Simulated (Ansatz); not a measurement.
# HPbNO4 (P1) in Ansatz: notebook

The runs below take HPbNO4 through band structure, with PBE.

All numbers are computed with Ansatz 0.2.0; they aren't measurements. Logs are shortened: lines on timing, memory, paths and dates and some standing lists are left out, and cuts for length are marked.

**1. The structure**

The typed cell holds 7 atoms: a = 4.275 Å, b = 5.609 Å, c = 5.670 Å, α = 100.02°, β = 111.92°, γ = 111.82°.

The cell was built by a generator and needn't be a form met in nature.

**2. Band structure, PBE**

input.yaml reads:

```yaml
crystal:
  lattice:
    - [4.27531, -0.0004, 0.00636]
    - [-2.08399, 5.20775, -0.04907]
    - [-2.12377, -1.86574, 4.91491]
  atoms:
    - { symbol: H, position: [0.99073, 0.0333, 0.90994] }
    - { symbol: Pb, position: [0.50274, 0.81989, 0.14287] }
    - { symbol: "N", position: [0.00838, 0.47408, 0.50265] }
    - { symbol: O, position: [0.99816, 0.92741, 0.02877] }
    - { symbol: O, position: [0.19467, 0.73435, 0.60852] }
    - { symbol: O, position: [0.81673, 0.35882, 0.24556] }
    - { symbol: O, position: [0.01381, 0.33121, 0.65217] }
kpoints:
  mp_grid: { grid: [5, 4, 4] }
  band_path:
    path: [[0.0, 0.5, 0.0], [0.0, 0.0, 0.0], [0.0, 0.0, -0.5]]
    npoints: 12
scf:
  occupations: { method: fermi_dirac, width: 0.05 }
hamiltonian:
  xc: pbe
  pseudopotentials: { kind: all_electron, lapw: { basis_error: 0.002 } }
output:
  forces: true
  stress: true
  eigenvalues: true
```

Potentials or basis: all-electron LAPW, scalar-relativistic.

Started as:

```
ansatz run input.yaml --threads 8 --pin off --max-ram 24576MiB --backend cpu --events-out ev --progress --plain --runs-dir out
```

Output:

```text
Warning: RAYON_NUM_THREADS=8 ignored (pool sized by the plan → 8); use --threads N
LAPW: plane waves up to 13.932 Å⁻¹, error target 2.0e-3 eV per atom; small_component_spin mean_spin; H in spheres of 0.333 Å, 1 of its electrons in bands, Dirac shells []; N in spheres of 0.624 Å, 7 of its electrons in bands, Dirac shells []; O in spheres of 0.639 Å, 8 of its electrons in bands, Dirac shells []; Pb in spheres of 0.884 Å, 54 of its electrons in bands, Dirac shells [] (how accurate: hamiltonian.pseudopotentials.lapw.basis_error, Limitations)
Engine: ansatz 0.2.0, x86_64-unknown-linux-gnu
Pseudopotentials: kind: all_electron
Pseudopotential: H, LAPW, valence charge 1, lapw/all_electron/scalar/gaussian/H, Koelling and Harmon's equation, gaussian nucleus
Pseudopotential: Pb, LAPW, valence charge 54, lapw/all_electron/scalar/gaussian/Pb, Koelling and Harmon's equation, gaussian nucleus
Pseudopotential: N, LAPW, valence charge 7, lapw/all_electron/scalar/gaussian/N, Koelling and Harmon's equation, gaussian nucleus
Pseudopotential: O, LAPW, valence charge 8, lapw/all_electron/scalar/gaussian/O, Koelling and Harmon's equation, gaussian nucleus
Functional definition: PBE
  parameter kappa = 0.804
  parameter beta = 0.06672455060314922
  exchange = pbe_x(kappa = kappa, mu = beta*pi^2/3)
  correlation = pbe_c(beta = beta)
Crystal: 7 atoms, lattice volume = 109.129 Å³
Basis set: ecut = 739.5071413475433 eV, 4999 PW (Γ), exchange–correlation at level 2
Bands: 57, of which v1, the nominal top of the filled ones, is band 47 counted from 1 (46 counted from 0)
Symmetry: 1 space group operations
Space group: P1 (ITA 1), of the structure as read, at distance tolerance 4.8e-5 Å
k-points: 42 of 80 (time reversal used)
Non-local potential: H, projectors of the file, none
Non-local potential: Pb, projectors of the file, none
Non-local potential: N, projectors of the file, none
Non-local potential: O, projectors of the file, none
Initial density: superposition of atomic densities (chi_scale 0.1, normalization cell, long waves kept (reshape's long-wave potential 0.22 eV rms))
Initial wavefunctions: plane waves of lowest kinetic energy (no species holds an atomic orbital)
Functional: x = pbe(κ = 0.804, μ = 0.2195149727645171), c = pbe(β = 0.06672455060314922)
iter 1 solved again at ethr=1.61e-2 eV; its pass at ethr=1.00e-1 eV (dr2=1.51e1 eV) is discarded
SCF iter   1: F=—  HF=-577766.408202 eV  |F-HF|=—  |Δ(HF+E_count)|=         —  Δρ=1.15e-1  dr2=1.51e1  ethr=1.61e-2  ⟨swp⟩=2.0  Hψ=15558  notcnv=0
preconditioner: auto → Resta (q_TF=auto, 2.661 Å⁻¹)  ε∞=2.6  [insulator: Δε(μ)=4.507 eV  Ē_g=18.454 eV  σ=0.050 eV  W_gap=1.00  n_scr=36 (ndim 8)  ℏωp=23.6 eV  f_vac=0.303  D(μ)=0.00/eV (n_scr^D=0)  ε∞_Penn≈2.6]
iter 2 solved again at ethr=1.09e-3 eV; its pass at ethr=1.60e-2 eV (dr2=1.02e0 eV) is discarded
SCF iter   2: F=—  HF=-577761.921306 eV  |F-HF|=—  |Δ(HF+E_count)|=    4.49e0  Δρ=4.42e-2  dr2=1.02e0  ethr=1.09e-3  ⟨swp⟩=2.0  Hψ=12466  notcnv=0
SCF iter   3: F=—  HF=-577761.574830 eV  |F-HF|=—  |Δ(HF+E_count)|=   3.46e-1  Δρ=2.02e-2  dr2=4.05e-1  ethr=1.09e-3  ⟨swp⟩=3.0  Hψ=7263  notcnv=0
SCF iter   4: F=—  HF=-577761.503289 eV  |F-HF|=—  |Δ(HF+E_count)|=         —  Δρ=6.08e-3  dr2=3.16e-2  ethr=4.31e-4  ⟨swp⟩=3.0  Hψ=7158  notcnv=0
the basis was enlarged: its passes take 1008.3 KiB over the memory plan, 8 of 8 planned eigensolver slots
SCF iter   5: F=—  HF=-577761.502691 eV  |F-HF|=—  |Δ(HF+E_count)|=   5.98e-4  Δρ=2.29e-3  dr2=4.80e-3  ethr=3.36e-5  ⟨swp⟩=3.0  Hψ=7224  notcnv=0
SCF iter   6: F=—  HF=-577761.503101 eV  |F-HF|=—  |Δ(HF+E_count)|=   4.09e-4  Δρ=9.72e-4  dr2=1.04e-3  ethr=5.11e-6  ⟨swp⟩=3.0  Hψ=6894  notcnv=0
SCF iter   7: F=—  HF=-577761.503990 eV  |F-HF|=—  |Δ(HF+E_count)|=   8.90e-4  Δρ=3.39e-4  dr2=1.73e-4  ethr=1.11e-6  ⟨swp⟩=3.0  Hψ=6956  notcnv=0
SCF iter   8: F=—  HF=-577761.504053 eV  |F-HF|=—  |Δ(HF+E_count)|=   6.29e-5  Δρ=2.19e-4  dr2=5.68e-5  ethr=1.84e-7  ⟨swp⟩=3.0  Hψ=6762  notcnv=0
SCF iter   9: F=—  HF=-577761.504054 eV  |F-HF|=—  |Δ(HF+E_count)|=   5.99e-7  Δρ=5.07e-5  dr2=3.10e-6  ethr=6.04e-8  ⟨swp⟩=3.0  Hψ=6717  notcnv=0
SCF iter  10: F=—  HF=-577761.504058 eV  |F-HF|=—  |Δ(HF+E_count)|=   4.44e-6  Δρ=1.31e-5  dr2=2.27e-7  ethr=3.30e-9  ⟨swp⟩=3.0  Hψ=6644  notcnv=0
SCF iter  11: F=-577761.504058 eV  HF=-577761.504059 eV  |F-HF|=4.97e-8  |Δ(HF+E_count)|=   4.29e-7  Δρ=5.04e-6  dr2=3.17e-8  ethr=2.42e-10  ⟨swp⟩=3.0  Hψ=6616  notcnv=0
SCF 1 converged in 11 iterations: F = -577761.504058 eV  dr2 = 3.17e-8
NSCF: frozen V_eff on 25 k-points
SCF converged after 11 iterations
Free energy (F): -577761.504058 eV
Harris-Foulkes:  -577761.504059 eV  (|F-HF|=4.97e-8)
Internal energy: -577761.504058 eV  (E = F + TS)
E sigma→0 (E₀):  -577761.504058 eV
Fermi energy:    5.187400 eV
--- Per-component energies (eV) ---
  E_band       = -16902.048509
  E_kinetic    = 664648.079355
  E_xc         = -11703.196441
  E_electrostatic = -1230706.386973  (all electrons and nuclei)
  E_smearing   = -0.000000  (= −TS)
  E_closure    = 0.000000  (closes the sum)
  E_atoms      = -577720.888126  (free atoms, spherical and without spin; not in F)
  Σ components = -577761.504058   (vs F -577761.504058, Δ=0.00e0)
  Basis errors (estimates in eV, not in F): energy 1.2e-3 per atom: plane waves 1.1e-3 (6.8e-4 summed), levels above the bands 4.4e-94, relativity 1.5e-7, radial functions 8.9e-5, core shells 5.7e-10; eigenvalues (radial functions only) 1.1e-5; not estimated: angular momenta, meshes, grids; target (lapw.basis_error) 2.0e-3; muffin-tin radii H 0.333 Å, N 0.624 Å, O 0.639 Å, Pb 0.884 Å
--- Forces (eV/Å), atoms counted from 1 ---
  atom   1  H      0.00009739    -0.02169241     0.01673197
  atom   2  Pb     0.00030038    -0.00079656     0.00048943
  atom   3  N     -0.00216666    -0.00520194    -0.00195729
  atom   4  O     -0.00015859     0.02180089    -0.01768341
  atom   5  O     -0.00063945    -0.04271887    -0.02024617
  atom   6  O      0.00194963     0.00761302     0.04971067
  atom   7  O      0.00061809     0.04102256    -0.02706583
  max |Σ_I F_I| component: 2.67e-5 eV/Å
--- Stress (GPa, compression-positive) ---
        0.024403      -0.002058       0.000518
       -0.002058      -0.146182      -0.003606
        0.000518      -0.003606      -0.113718
  P = ⅓ Tr σ = -0.0785 GPa (-0.785 kbar)
--- Band table (eV; the first three rows and the last of 42) ---
  k-point 0: bands = ["-845.2349", "-635.0743", "-635.0576", "-635.0440", "-502.1910", "-502.1789", "-502.1578", "-500.1856", "-391.7131", "-391.7101", "-391.7023", "-391.6883", "-391.6844", "-378.4561", "-134.0934", "-123.1331", "-123.1327", "-123.1235", "-123.1192", "-123.1145", "-123.1018", "-123.1012", "-75.9945", "-75.9609", "-75.8740", "-22.1785", "-16.6939", "-16.6714", "-13.9066", "-11.4796", "-11.4745", "-11.4210", "-11.3970", "-11.2210", "-6.2577", "-4.1458", "-3.8562", "-3.7346", "-2.4453", "0.4699", "0.5707", "1.2091", "1.5105", "1.7390", "1.7543", "2.8212", "3.3868", "7.1438", "8.2883", "9.0110", "9.7676", "11.2068", "12.6903", "13.8428", "14.5755", "14.8954", "16.2329"]
  k-point 1: bands = ["-845.2349", "-635.0743", "-635.0576", "-635.0440", "-502.1910", "-502.1789", "-502.1578", "-500.1856", "-391.7131", "-391.7101", "-391.7023", "-391.6883", "-391.6844", "-378.4561", "-134.0934", "-123.1331", "-123.1327", "-123.1235", "-123.1192", "-123.1145", "-123.1018", "-123.1012", "-75.9945", "-75.9609", "-75.8740", "-22.1763", "-16.7030", "-16.6706", "-13.9022", "-11.4907", "-11.4839", "-11.4202", "-11.3972", "-11.2089", "-6.1628", "-4.1489", "-3.8556", "-3.7309", "-2.6867", "0.1054", "0.8386", "1.2489", "1.7300", "1.7631", "2.0463", "2.7869", "3.2418", "7.0743", "8.0605", "8.7554", "10.4813", "11.2317", "12.3971", "13.5926", "14.7777", "15.3256", "15.7310"]
  k-point 2: bands = ["-845.2349", "-635.0743", "-635.0576", "-635.0440", "-502.1910", "-502.1789", "-502.1578", "-500.1856", "-391.7131", "-391.7101", "-391.7023", "-391.6883", "-391.6844", "-378.4561", "-134.0934", "-123.1331", "-123.1327", "-123.1235", "-123.1192", "-123.1145", "-123.1018", "-123.1012", "-75.9945", "-75.9609", "-75.8740", "-22.1741", "-16.7118", "-16.6700", "-13.8979", "-11.5024", "-11.4917", "-11.4194", "-11.3974", "-11.1977", "-6.0599", "-4.1520", "-3.8638", "-3.7024", "-2.9418", "0.0005", "0.8844", "1.1041", "1.8050", "2.2024", "2.2827", "2.8416", "2.9550", "7.0040", "7.7644", "8.7653", "11.1134", "11.2560", "11.9725", "13.6062", "14.1013", "15.6638", "15.9912"]
  k-point 41: bands = ["-845.2349", "-635.0743", "-635.0576", "-635.0440", "-502.1910", "-502.1789", "-502.1578", "-500.1856", "-391.7131", "-391.7101", "-391.7023", "-391.6883", "-391.6844", "-378.4561", "-134.0934", "-123.1331", "-123.1327", "-123.1235", "-123.1192", "-123.1145", "-123.1018", "-123.1012", "-75.9945", "-75.9609", "-75.8741", "-22.1725", "-16.6917", "-16.6722", "-13.8285", "-11.4963", "-11.4777", "-11.4111", "-11.3888", "-11.1683", "-6.2436", "-4.2821", "-3.9593", "-3.7036", "-2.4931", "-1.2202", "0.7456", "1.3705", "1.4456", "1.6207", "2.9398", "3.3368", "3.4486", "6.8750", "8.7601", "9.1266", "9.5247", "11.4558", "13.1380", "13.8104", "14.2406", "15.2432", "15.5290"]
```

Wall time 38 s (8 threads of AMD EPYC 9R45 (Zen 5), shared host); peak memory 2.2 GiB.

What came out:

```
Free energy             : -577761.5041 eV
Pressure                : -0.1 GPa
Largest force           : 0.050 eV/Å
Band gap on the k mesh  : 2.97 eV, indirect (least direct gap 3.17 eV)
Band gap along the path : 3.61 eV, indirect (least direct gap 3.76 eV)
```

Forces on the atoms (eV/Å):
```
H    0.000 -0.022  0.017
Pb   0.000 -0.001  0.000
N   -0.002 -0.005 -0.002
O    0.000  0.022 -0.018
O   -0.001 -0.043 -0.020
O    0.002  0.008  0.050
O    0.001  0.041 -0.027
```

Stress tensor (GPa, compression positive):
```
 0.02  0.00  0.00
 0.00 -0.15  0.00
 0.00  0.00 -0.11
```

Levels at the corners of the path, in eV from the valence-band top:
```csv
point,band 45,band 46,band 47,band 48,band 49,band 50
X,-1.09,-0.57,-0.41,3.61,4.48,5.25
Γ,-1.63,-0.57,0.00,3.76,4.90,5.62
Y,-1.10,-0.55,-0.43,3.62,4.38,5.38
```

Caveat: spin-orbit coupling is left out, which as a rule narrows the gap of such compounds by several tenths of an eV. PBE gaps usually lie below the measured ones, often by a third to a half.

[end of part 1 of 2]
